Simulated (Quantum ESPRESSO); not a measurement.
An input for Quantum ESPRESSO 7.5 (RuF2):

File pw.in:

```
&CONTROL
  calculation = 'scf'
  prefix = 'pwscf'
  outdir = './tmp'
  pseudo_dir = './pseudo'
  tprnfor = .true.
  disk_io = 'nowf'
/
&SYSTEM
  ibrav = 0
  nat = 7
  ntyp = 4
  ecutwfc = 45
  ecutrho = 360
  nbnd = 43
  occupations = 'smearing'
  smearing = 'gaussian'
  degauss = 0.00367493
  nspin = 2
  starting_magnetization(1) = 0.25
  starting_magnetization(2) = 0
  starting_magnetization(3) = -0.25
  starting_magnetization(4) = -0
  tot_magnetization = 0
  nosym = .true.
/
&ELECTRONS
  conv_thr = 2.4d-07
  electron_maxstep = 100
  mixing_beta = 0.3
  mixing_ndim = 12
/
ATOMIC_SPECIES
Ru1  101.0700 ru_lda_v1.2.uspp.F.UPF
F1    18.9984 f_lda_v1.4.uspp.F.UPF
Ru2  101.0700 ru_lda_v1.2.uspp.F.UPF
F2    18.9984 f_lda_v1.4.uspp.F.UPF
CELL_PARAMETERS angstrom
  -1.4327066000    2.4815206200    4.6225062000
   2.8654132000    0.0000000000    4.6225062000
   1.4327066000    2.4815206200    0.0000000000
ATOMIC_POSITIONS crystal
Ru1    0.0000000000    0.0000000000    0.0000000000
F1     0.2926666667    0.9593333333    0.3740000000
F1     0.2073333333    0.5406666667    0.1260000000
Ru2    0.5000000000    0.5000000000    0.5000000000
F2     0.7926666667    0.4593333333    0.8740000000
F2     0.7073333333    0.0406666667    0.6260000000
K_POINTS automatic
3 3 3 0 0 0
HUBBARD {ortho-atomic}
U Ru1-4d 8.0
J0 Ru1-4d 0.5
U Ru2-4d 8.0
J0 Ru2-4d 0.5
```

Potentials or basis: GBRV 1.5 LDA.

Run with:

```console
$ OMP_NUM_THREADS=1 pw.x -in pw.in > pw.out
```

Does this run start?

The run stopped without a result. It printed:

pw.out:

```text
This program is part of the open-source Quantum ESPRESSO suite
     for quantum simulation of materials; please cite
         "P. Giannozzi et al., J. Phys.:Condens. Matter 21 395502 (2009);
         "P. Giannozzi et al., J. Phys.:Condens. Matter 29 465901 (2017);
         "P. Giannozzi et al., J. Chem. Phys. 152 154105 (2020);
     in publications or presentations arising from this work. More details at

 %%%%%%%%%%%%%%%%%%%%%%%%%%%%%%%%%%%%%%%%%%%%%%%%%%%%%%%%%%%%%%%%%%%%%%%%%%%%%%
     Error in routine read_cards (7):
     wrong number of columns in ATOMIC_POSITIONS
 %%%%%%%%%%%%%%%%%%%%%%%%%%%%%%%%%%%%%%%%%%%%%%%%%%%%%%%%%%%%%%%%%%%%%%%%%%%%%%

     stopping ...
```
